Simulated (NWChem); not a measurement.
# SnPN2H7 (SMILES N[P](N)[SnH3]): levels of theory compared

Aim: a comparison of 3 runs (HF/STO-3G, HF/3-21G, CCSD/STO-3G) of SnPN2H7. 

Program for the calculation: NWChem 7.3.0.

**1. The structure to begin with**

SnPN2H7 has 11 atoms, charge 0, and is taken as a singlet. As SMILES, `N[P](N)[SnH3]`. The coordinates come from a PBE0-D4/def2-TZVP relaxation. This is a higher conformer, about 33 kJ/mol above the lowest found by a separate search.

Bond lengths: N1–P2 1.705 Å, P2–N3 1.705 Å, P2–Sn4 2.504 Å, N1–H5 1.010 Å, N1–H6 1.009 Å, N3–H7 1.009 Å, N3–H8 1.010 Å, Sn4–H9 1.707 Å, Sn4–H10 1.707 Å, Sn4–H11 1.721 Å. Some angles: N1–P2–N3 110.9°, N1–P2–Sn4 96.9°, N3–P2–Sn4 96.9°, P2–N1–H5 121.5°, P2–N1–H6 115.8°, P2–N3–H7 115.8°, P2–N3–H8 121.4°, P2–Sn4–H9 111.2°, P2–Sn4–H10 111.1°, P2–Sn4–H11 108.5°.

**2. Energy and gradient at HF/STO-3G (run 1)**

Input file h7n2psn.nw:

```
start h7n2psn
memory 2200 mb

geometry units angstrom noautosym nocenter noautoz
 N     -1.189100     1.124000     0.708600
 P     -0.824800    -0.530500     0.519100
 N      0.564000    -0.955000     1.412100
 Sn     0.297700    -0.339500    -1.711200
 H     -0.476000     1.833800     0.623000
 H     -1.851700     1.346600     1.435900
 H      0.395800    -1.317200     2.338400
 H      1.403500    -0.394900     1.377100
 H     -0.788000     0.224800    -2.901600
 H      0.946000    -1.840000    -2.203400
 H      1.588200     0.791000    -1.577400
end

basis spherical bse
 * library STO-3G
end

scf
 singlet
 rhf
 thresh 1e-08
 maxiter 80
end

task scf gradient
```

On the command line:

```
nwchem h7n2psn.nw > h7n2psn.out
```

Output:

```text
[...]
  functions       =    53
[...]
  wavefunction    = RHF
[...]
         Total SCF energy =  -6411.769206600191
      One-electron energy =  -9812.121772185707
      Two-electron energy =   2927.801720557098
 Nuclear repulsion energy =    472.550845028418
        Time for solution =      6.9s
[...]
                         RHF ENERGY GRADIENTS
    atom               coordinates                        gradient
                 x          y          z           x          y          z
   1 N      -2.247073   2.124052   1.339060   -0.000839  -0.001004   0.003866
   2 P      -1.558646  -1.002500   0.980957    0.016723   0.023974   0.029256
   3 N       1.065805  -1.804688   2.668482   -0.002342   0.000717   0.003377
   4 Sn      0.562571  -0.641562  -3.233699   -0.014447  -0.004187   0.023611
   5 H      -0.899510   3.465380   1.177299   -0.007336  -0.009862  -0.005430
   6 H      -3.499206   2.544705   2.713458    0.002879  -0.006987  -0.010252
   7 H       0.747954  -2.489147   4.418935   -0.002585  -0.000463  -0.012518
   8 H       2.652230  -0.746253   2.602342   -0.009069  -0.007848  -0.006142
   9 H      -1.489104   0.424810  -5.483229   -0.016331   0.009438  -0.019299
  10 H       1.787681  -3.477096  -4.163822    0.011010  -0.023203  -0.008235
  11 H       3.001263   1.494773  -2.980854    0.022336   0.019424   0.001766
[...]
```

Run time: 11 s. Hardware: 1 thread of Intel Xeon Platinum 8488C (Sapphire Rapids), shared host; peak memory 0.1 GiB.

**3. Energy and forces at HF/3-21G (run 2)**

Input file run.py:

```python
from ase import Atoms
from ase.calculators.nwchem import NWChem

system = Atoms(['N', 'P', 'N', 'Sn', 'H', 'H', 'H', 'H', 'H', 'H', 'H'], positions=[
    [-1.189100, 1.124000, 0.708600],
    [-0.824800, -0.530500, 0.519100],
    [0.564000, -0.955000, 1.412100],
    [0.297700, -0.339500, -1.711200],
    [-0.476000, 1.833800, 0.623000],
    [-1.851700, 1.346600, 1.435900],
    [0.395800, -1.317200, 2.338400],
    [1.403500, -0.394900, 1.377100],
    [-0.788000, 0.224800, -2.901600],
    [0.946000, -1.840000, -2.203400],
    [1.588200, 0.791000, -1.577400],
])

calc = NWChem(
    label='geom',
    theory='scf',
    memory='2200 mb',
    basis='3-21G',
    basispar='spherical bse',
    scf={'nopen': '0', 'rhf': None, 'thresh': '1e-08', 'maxiter': '80'},
)
system.calc = calc

forces = system.get_forces()
print("Total energy (eV):", round(system.get_potential_energy(), 6))
print("forces (eV/A):")
for s, f in zip(system.symbols, forces):
    print(f"{s:2s} {f[0]:10.5f} {f[1]:10.5f} {f[2]:10.5f}")
print("dipole (e A):", system.get_dipole_moment().round(4))
```

On the command line:

```
export ASE_NWCHEM_COMMAND="nwchem PREFIX.nwi > PREFIX.nwo"
python run.py
```

Output:

```text
Total energy (eV): -175448.255385
forces (eV/A):
N     0.02910    1.60704    1.04377
P    -1.25645   -1.40146   -1.01281
N     1.16373    0.26626    1.49546
Sn    0.06983   -0.09205   -0.44609
H    -0.29151   -0.06556   -0.09421
H     0.00632    0.12244   -0.35831
H     0.22590   -0.14162   -0.26832
H    -0.09323   -0.29938   -0.01424
H    -0.29979    0.14264   -0.31877
H     0.16594   -0.40860   -0.13359
H     0.28015    0.27022    0.10711
dipole (e A): [0.2474 0.3531 0.4232]
```

The calculator wrote geom.nwi:

```
title "geom"

permanent_dir geom

scratch_dir geom

start geom

geometry units angstrom nocenter noautosym noautoz
  N  -1.1891000000000000e+00 1.1240000000000001e+00 7.0860000000000001e-01
  P  -8.2479999999999998e-01 -5.3049999999999997e-01 5.1910000000000001e-01
  N  5.6399999999999995e-01 -9.5499999999999996e-01 1.4120999999999999e+00
  Sn 2.9770000000000002e-01 -3.3950000000000002e-01 -1.7112000000000001e+00
  H  -4.7599999999999998e-01 1.8338000000000001e+00 6.2300000000000000e-01
  H  -1.8516999999999999e+00 1.3466000000000000e+00 1.4359000000000000e+00
  H  3.9579999999999999e-01 -1.3171999999999999e+00 2.3384000000000000e+00
  H  1.4035000000000000e+00 -3.9489999999999997e-01 1.3771000000000000e+00
  H  -7.8800000000000003e-01 2.2480000000000000e-01 -2.9016000000000002e+00
  H  9.4599999999999995e-01 -1.8400000000000001e+00 -2.2033999999999998e+00
  H  1.5882000000000001e+00 7.9100000000000004e-01 -1.5773999999999999e+00
end

memory 2200 mb

basis spherical bse noprint
   * library 3-21G
end

scf
  nopen 0
  rhf
  thresh 1e-08
  maxiter 80
end

task scf gradient
```

geom.nwo:

```text
Northwest Computational Chemistry Package (NWChem) 7.3.0
             --------------------------------------------------------

           Job information
           ---------------

    nwchem branch   = 7.3.0
    use scalapack   = T
    input           = geom.nwi
    prefix          = geom.
    data base       = geom/geom.db
    status          = startup
    nproc           =        1

           Memory information
           ------------------

[... 5 lines left out ...]
    hardfail = no
[... 138 lines left out ...]
         Quadratically convergent ROHF
[... 14 lines left out ...]
       Final RHF  results
[... 4 lines left out ...]
      Two-electron energy =   2918.209584750644
[... 62 lines left out ...]
                       ROHF Final Molecular Orbital Analysis
[... 307 lines left out ...]
                 ----------------------------------------
                 |  Time  |  1-e(secs)   |  2-e(secs)   |
                 ----------------------------------------
                 |  CPU   |       0.01   |       2.86   |
                 ----------------------------------------
                 |  WALL  |       0.01   |       2.86   |
                 ----------------------------------------

 Task  times  cpu:       11.0s     wall:       11.0s
 Total times  cpu:       11.0s     wall:       11.0s
```

Run time: 12 s. Hardware: 1 thread of Intel Xeon Platinum 8488C (Sapphire Rapids), shared host; peak memory 0.1 GiB.

**4. A single-point energy at CCSD/STO-3G (run 3)**

Input file run.nw:

```
start run
title "H7N2PSn energy"
memory stack 880 mb heap 220 mb global 1100 mb
charge 0

geometry noautosym nocenter noautoz
  N     -1.189100     1.124000     0.708600
  P     -0.824800    -0.530500     0.519100
  N      0.564000    -0.955000     1.412100
  Sn     0.297700    -0.339500    -1.711200
  H     -0.476000     1.833800     0.623000
  H     -1.851700     1.346600     1.435900
  H      0.395800    -1.317200     2.338400
  H      1.403500    -0.394900     1.377100
  H     -0.788000     0.224800    -2.901600
  H      0.946000    -1.840000    -2.203400
  H      1.588200     0.791000    -1.577400
end

basis "ao basis" spherical bse
  N library STO-3G
  P library STO-3G
  Sn library STO-3G
  H library STO-3G
end

scf
  singlet
  rhf
  thresh 1e-08
  maxiter 80
  print low
end

ccsd
  freeze core 25
  maxiter 60
end

task ccsd energy
```

On the command line:

```
nwchem run.nw > run.out
```

Output:

```text
[...]
  functions       =    53
[...]
  wavefunction    = RHF
[...]
         Total SCF energy =  -6411.769206600191
      One-electron energy =  -9812.121772185707
      Two-electron energy =   2927.801720557098
 Nuclear repulsion energy =    472.550845028418
        Time for solution =      6.6s
[...]
 Total MP2 energy:          -6411.922263580248909
[...]
             energy      energy      error      ampl     ampl      Block
                                                time     time      time
[...]
 Total CCSD energy:          -6411.974781466989953
[...]
```

Run time: 30 s. Hardware: 1 thread of Intel Xeon Platinum 8488C (Sapphire Rapids), shared host; peak memory 0.14 GiB.

**5. Overview of the runs**

```
run        level      task  module   energy (Eh)  dipole moment (D)  HOMO energy (eV)  LUMO energy (eV)  wall time
  1    HF/STO-3G  gradient     scf  -6411.769207               1.67             -6.45              9.68       11 s
  2     HF/3-21G  gradient     scf  -6447.604515               2.90             -8.80              3.22       12 s
  3  CCSD/STO-3G    energy    ccsd  -6411.974781                  –                 –                 –       30 s
```

**6. Outcome**

```
                                           quantity           value
                                run 3: total energy  -6411.97478 Eh
run 3: correlation energy (25 core orbitals frozen)      -205.6 mEh
```

In words: In runs 1, 3 the basis is minimal, so the values are rough. In runs 1, 2, 3 relativity is left out where basis or elements ask for it. All runs together took 53 s, the longest 30 s.
